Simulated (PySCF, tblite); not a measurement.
**C₆H₁₀N₂: geometry, infrared bands and NMR shifts**

What infrared bands and NMR shifts should C₆H₁₀N₂ (`CCc1nccn1C`) show?

The runs use tblite 0.8.0 and PySCF 2.14.0, with density-fitted response routines of our own; the level of theory stands in each step. All values are computed, except where a source is named. Atoms count from 0, in the outputs and in this text.

## (1) The molecule as given

18 atoms, charge 0, multiplicity 1; geometry from: force field or distance geometry start.

Bonds of the start (Å): C0–C1 1.54, C1–C2 1.48, C2–N3 1.36, N3–C4 1.34, C4–C5 1.38, C5–N6 1.37, N6–C7 1.46, N6–C2 1.35, C0–H8 1.12, C0–H9 1.08, C0–H10 1.13, C1–H11 1.13, C1–H12 1.07, C4–H13 1.10, C5–H14 1.08, C7–H15 1.13, C7–H16 1.10, C7–H17 1.10.

## (2) Geometry optimisation with GFN2-xTB

What the job is given:

```
{"job": {"kind": "relax", "xc": "GFN2-xTB", "basis": "xTB"}, "charge": 0, "multiplicity": 1}
C      2.225900    -0.389900     0.425900
C      1.377900    -0.304800    -0.862400
C      0.172300     0.443400    -0.451500
N      0.088900     1.796700    -0.548300
C     -1.123800     2.174300    -0.106200
C     -1.826000     1.041800     0.243000
N     -1.004400    -0.026000     0.023200
C     -1.359300    -1.417800     0.284600
H      1.564700    -0.847300     1.200700
H      3.176500    -0.891000     0.290900
H      2.364700     0.691600     0.711000
H      1.099700    -1.363200    -1.129200
H      1.966100     0.151700    -1.634200
H     -1.458000     3.216900    -0.075400
H     -2.835900     0.996200     0.634800
H     -2.453300    -1.541300     0.048900
H     -0.818000    -2.078200    -0.411500
H     -1.166700    -1.646900     1.344000
```

The run is started by

```console
> OMP_NUM_THREADS=1 python probes_run.py task.json out
```

One launch serves the whole session: the jobs run in the order shown.

**Question.** This job is followed by: GFN2-xTB harmonic vibrations, gas phase; GIAO PBE0/pcSseg-1 NMR shielding, non-relativistic, gas phase. What will the session give for the following? strongest single infrared mode (GFN2-xTB); zero-point energy (GFN2-xTB); 13C shifts against TMS (PBE0/pcSseg-1); 1H shifts against TMS (PBE0/pcSseg-1, means over atoms taken as alike); 15N shifts against NH3 (PBE0/pcSseg-1); surface potential, 1st and 99th percentile.

The runs gave:

| quantity | value |
| --- | --- |
| strongest single infrared mode (GFN2-xTB) | 1452 cm⁻¹, 96 km/mol |
| zero-point energy (GFN2-xTB) | 95.5 kcal/mol |
| 13C shifts against TMS (PBE0/pcSseg-1) | 151.6, 133.6, 124.2, 33.2, 25.6, 15.8 ppm |
| 1H shifts against TMS (PBE0/pcSseg-1, means over atoms taken as alike) | 7.06, 6.69, 3.71, 2.82, 1.16 ppm |
| 15N shifts against NH3 (PBE0/pcSseg-1) | 303.0, 179.5 ppm |
| surface potential, 1st and 99th percentile | -2.19 V and 1.23 V |

**Reading.** The optimisation took 76 steps and gained 0.405 eV; among the close pairs (by a distance rule), C2–N3 changed most, from 1.359 to 1.309 Å. All 48 modes are real, so the xTB geometry is a minimum. The strongest single mode, at 1452 cm⁻¹, is spread over many atoms; the largest shares are those of N6, C2. Unscaled tight-binding wavenumbers are off by several per cent, some by more. Its intensities can rank the bands wrongly. At PBE0/pcSseg-1: The largest span, 458 ppm, is at N3, where the paramagnetic term is -369 ppm. NICS(1)zz of -29 ppm above the planar ring from C2 marks a diatropic (aromatic) ring current.
